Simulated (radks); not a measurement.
**Taking charge from the 5p level of Hg³⁺ in fractions**

The task here is to estimate one member of a computed series from the others.

The numbers are computed with radks (a radial shooting solver on a logarithmic mesh, Libxc functionals) version 1 (scalar-relativistic Kohn-Sham, r2SCAN, spin-polarised, spherical densities, finite nucleus; open shells are filled with parallel spins first), except any that are marked as measured or tabulated.

### The atom as given

```
element            : mercury (Z = 80)
charge             : +3
electrons          : 77
configuration      : [Kr] 4d10 4f14 5s2 5p(up 3, down 3) 5d9
nuclear rms radius : 5.4648 fm
```

A shell typed twice in an input gives spin up, then spin down.

The first run:

Settings of this run:

```text
Z 80
configuration [Kr] 4d10 4f14 5s2 5p3 5p3 5d9
relativity scalar-relativistic
functional r2scan,r2scan
spin polarised
nucleus finite rms 5.4648 fm
c 137.035999084
```

Among the steps run: Start: [Kr] 4d10 4f14 5s2 5p(up 3, down 3) 5d9.

One of the session's tables, all rows but one given; the rest of the session is left out.

It belongs to the step «Start: [Kr] 4d10 4f14 5s2 5p(up 3, down 3) 5d9». Sizes of the orbitals, from the radial functions (bohr):

| level | <r> | outermost maximum (interpolated) | 90 % within | nodes |
| --- | --- | --- | --- | --- |
| 5s up | ? | ? | ? | ? |
| 5s down | 0.9028 | 0.828 | 1.29 | 4 |
| 4f up | 0.4825 | 0.368 | 0.771 | 0 |
| 4f down | 0.4821 | 0.368 | 0.770 | 0 |
| 5p up | 1.036 | 0.928 | 1.50 | 3 |
| 5p down | 1.034 | 0.927 | 1.50 | 3 |
| 5d up | 1.376 | 1.14 | 2.07 | 2 |
| 5d down | 1.380 | 1.14 | 2.08 | 2 |

Estimate the missing values for 5s up.

**Answer.** <r>: 0.9041; outermost maximum (interpolated): 0.829; 90 % within: 1.29; nodes: 4. In the column «<r>» it lies between 5s down (0.9028) and 5p down (1.034).
